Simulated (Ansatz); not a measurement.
# CHGaP+ (quintet): the correlation ladder, cc-pVDZ

The task here is to estimate one member of a computed series from the others.

Computed with Ansatz 0.2.0, Gaussian basis. Level: cc-pVDZ, core rule «outside noble gas», up to 20 orbitals frozen.

To be run: UHF; CCSD(T) on ROHF; CCSD(T) on UHF; BCCD(T) on ROHF; CISD as a restricted active space (open shells left free, so some higher excitations enter); CCSDT(Q) on ROHF; CCSDT(Q) on UHF.

37 further runs of the same task are left out: 10 for a known fault of the program, 13 that didn't finish, 14 set aside as unsound or not needed. Runs told in other sessions of the task aren't counted.

**The system**

The geometry is a PBE0/def2-TZVP stationary point (not a proven minimum) of the parent state, kept for this charge and spin. No spin-orbit coupling is included. The filled d shell of Ga may be among the frozen orbitals whatever the setting's name suggests.

4 atoms, charge 1, spin multiplicity 5.

Atoms are counted from 1 here; the program's logs count them from 0.

Bond lengths: C1–P2 1.776 Å, C1–Ga3 1.986 Å, C1–H4 1.090 Å, P2–Ga3 2.355 Å. Angles: P2–C1–Ga3 77.3°, P2–C1–H4 132.5°, Ga3–C1–H4 119.0°, C1–P2–Ga3 55.3°, C1–Ga3–P2 47.4°.

Geometry (Å):

```xyz
4
charge 1, multiplicity 5
C    -0.1287    1.2023    0.7039
P     0.0170   -0.3648    1.5276
Ga    0.0074   -0.0753   -0.8100
H     0.4990    2.0931    0.7011
```

Set-up of the first run:

Input file in.yaml:

```yaml
crystal:
  periodic: [false, false, false]
  atoms:
    - {symbol: C, position_ang: [-0.128658, 1.202292, 0.703925]}
    - {symbol: P, position_ang: [0.017018, -0.364809, 1.527579]}
    - {symbol: Ga, position_ang: [0.007389, -0.075306, -0.810008]}
    - {symbol: H, position_ang: [0.499012, 2.093070, 0.701104]}
basis:
  gaussian: {orbitals: cc-pVDZ}
total_charge: 1
magnetization: {spin_polarized: true, initial_magnetization: 4}
hamiltonian: {xc: hf}
output: {orbitals: {seedname: orbitals}}
```

On the command line:

```console
> ansatz run in.yaml --threads 1 --pin off --events-out ev --progress --plain --max-ram 2393MiB
```

Among the steps run: UHF; CCSD(T) on ROHF; CCSD(T) on UHF; BCCD(T) on ROHF; CISD as a restricted active space (open shells left free, so some higher excitations enter); CCSDT(Q) on ROHF; CCSDT(Q) on UHF.

One table of the session follows, with a row left open; its other results are not shown here.

```
   method  from UCCSDT(Q) (kcal/mol)
     ROHF                    +170.06
      UHF                    +161.59
     RMP2                     +28.12
     UMP2                     +30.97
    RCCSD                      +7.90
    UCCSD                      +7.31
 RCCSD(T)                      +1.61
 UCCSD(T)                      +1.42
  BCCD(T)                      +1.62
   RCCSDT                      +0.77
   UCCSDT                          ?
RCCSDT(Q)                      +0.29
UCCSDT(Q)                          0
```

**Question.** Estimate the row for UCCSDT.

**Answer.** from UCCSDT(Q) (kcal/mol): +0.47. In the column «from UCCSDT(Q) (kcal/mol)» it lies between RCCSDT(Q) (+0.29) and RCCSDT (+0.77).

Not comparable, so not listed: CISD as a restricted active space (open shells left free, so some higher excitations enter) (they don't share determinant, frozen orbitals or solution with the rows shown, or repeat one).

To keep in mind: Restricted and unrestricted rows rest on different reference determinants; a gap between their highest levels can come from leftover correlation error, from unlike frozen cores or from another state.
